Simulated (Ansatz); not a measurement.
# Ta12HCN12F3: the cost of one run

Method: DFT PBE+D3(BJ), scalar-relativistic, plane waves, PAW, in Ansatz 0.2.0.

3 further runs of the same task are left out: 3 set aside as unsound or not needed.

### 1 Starting point

It takes space group P4mm (No. 99, tetragonal). Conventional cell: a = 3.101 Å, b = 3.101 Å, c = 20.385 Å, α = 90.00°, β = 90.00°, γ = 90.00°. Around Ta (site symmetry 4mm) lie 5 N at 2.16 to 2.19 Å. N (site symmetry 4mm) has 5 Ta at 2.19 to 2.26 Å as nearest neighbours. Around Ta (site symmetry 4mm) lie 6 N at 2.20 to 2.36 Å. Around N (site symmetry 4mm) lie 6 Ta at 2.16 to 2.20 Å. Ta (site symmetry 4mm) is surrounded by 5 N at 2.16 to 2.21 Å. N (site symmetry 4mm) has 5 Ta at 2.21 to 2.36 Å as nearest neighbours.

Structure file:

```cif
data_structure
_symmetry_space_group_name_H-M 'P4mm'
_symmetry_Int_Tables_number 99
_cell_length_a 3.1007
_cell_length_b 3.1007
_cell_length_c 20.3851
_cell_angle_alpha 90.000
_cell_angle_beta 90.000
_cell_angle_gamma 90.000
_cell_volume 196.00
loop_
_atom_site_label
_atom_site_type_symbol
_atom_site_symmetry_multiplicity
_atom_site_Wyckoff_symbol
_atom_site_fract_x
_atom_site_fract_y
_atom_site_fract_z
_atom_site_occupancy
Ta1 Ta 1 a 0.00000 0.00000 0.60756 1
N1 N 1 b 0.50000 0.50000 0.60756 1
Ta2 Ta 1 b 0.50000 0.50000 0.49659 1
N2 N 1 a 0.00000 0.00000 0.50183 1
Ta3 Ta 1 a 0.00000 0.00000 0.39603 1
N3 N 1 b 0.50000 0.50000 0.38061 1
```

Planes are indexed in the bulk's conventional cell (Fm-3m (No. 225)), a = 4.385 Å, b = 4.385 Å, c = 4.385 Å, α = 90.00°, β = 90.00°, γ = 90.00°.

This (100) slab, 4.4 Å thick as cut, with 16 Å of vacuum, in a 2×2 surface cell; its outer planes are TaN (top) and TaN (bottom), was relaxed beforehand with its lower half held: -123815.7948 eV, work function 3.35 eV (top face), 3.83 eV (bottom face), dipole along +c 0.103 e·Å per cell.

### 2 CHF3, flat, over a bridge (N-Ta) site

input.yaml reads:

```yaml
crystal:
  lattice:
    - [6.2014901218, 0.0, 0.0]
    - [0.0, 6.2014901218, 0.0]
    - [0.0, 0.0, 23.9550157186]
  atoms:
    - { symbol: Ta, position: [0.5, 0.5, 0.3339592883] }
    - { symbol: Ta, position: [0.5, 0.0, 0.3339592883] }
    - { symbol: Ta, position: [0.0, 0.5, 0.3339592883] }
    - { symbol: Ta, position: [0.0, 0.0, 0.3339592883] }
    - { symbol: "N", position: [0.25, 0.25, 0.3339592883] }
    - { symbol: "N", position: [0.25, 0.75, 0.3339592883] }
    - { symbol: "N", position: [0.75, 0.25, 0.3339592883] }
    - { symbol: "N", position: [0.75, 0.75, 0.3339592883] }
    - { symbol: Ta, position: [0.75, 0.75, 0.4283916411] }
    - { symbol: Ta, position: [0.75, 0.25, 0.4283916411] }
    - { symbol: Ta, position: [0.25, 0.75, 0.4283916411] }
    - { symbol: Ta, position: [0.25, 0.25, 0.4283916411] }
    - { symbol: "N", position: [0.5, 0.5, 0.4239277321] }
    - { symbol: "N", position: [0.5, 0.0, 0.4239277321] }
    - { symbol: "N", position: [0.0, 0.5, 0.4239277321] }
    - { symbol: "N", position: [0.0, 0.0, 0.4239277321] }
    - { symbol: Ta, position: [0.0, 0.0, 0.513964123] }
    - { symbol: Ta, position: [0.0, 0.5, 0.513964123] }
    - { symbol: Ta, position: [0.5, 0.0, 0.513964123] }
    - { symbol: Ta, position: [0.5, 0.5, 0.513964123] }
    - { symbol: "N", position: [0.75, 0.75, 0.5270824383] }
    - { symbol: "N", position: [0.75, 0.25, 0.5270824383] }
    - { symbol: "N", position: [0.25, 0.75, 0.5270824383] }
    - { symbol: "N", position: [0.25, 0.25, 0.5270824383] }
    - { symbol: F, position: [0.5728486306, 0.7350327281, 0.6306098177] }
    - { symbol: C, position: [0.4949898947, 0.5399586305, 0.6498333492] }
    - { symbol: F, position: [0.625, 0.375, 0.6306098177] }
    - { symbol: F, position: [0.2871210536, 0.5098431633, 0.6306098177] }
    - { symbol: H, position: [0.4949898947, 0.5399586305, 0.6961451535] }
basis:
  ecutwfc: 420
kpoints:
  mp_grid: { grid: [3, 3, 1] }
hamiltonian:
  xc: pbe
  dispersion: d3bj
scf:
  occupations: { method: gaussian, width: 0.1 }
output:
  forces: true
  eigenvalues: true
  write_density: true
  write_potential: true
  elf: true
  volumetric_format: npy
relax:
  adjacent_minimum: "off"
  f_tol: 0.04
  max_steps: 100
  constraints: [{ sites: [0, 1, 2, 3, 4, 5, 6, 7] }]
efield:
  axis: 3
  dipole_correction: true
  ramp_width: 0.04
```

Launch:

```sh
$ ansatz run input.yaml --threads 4 --pin off --max-ram 10240MiB --backend cpu --events-out ev --progress --plain --runs-dir out
```

Q: Estimate wall time and peak memory on 4 threads of Arm Neoverse V1, shared host.

About 13 min, with a peak of 2.9 GiB.
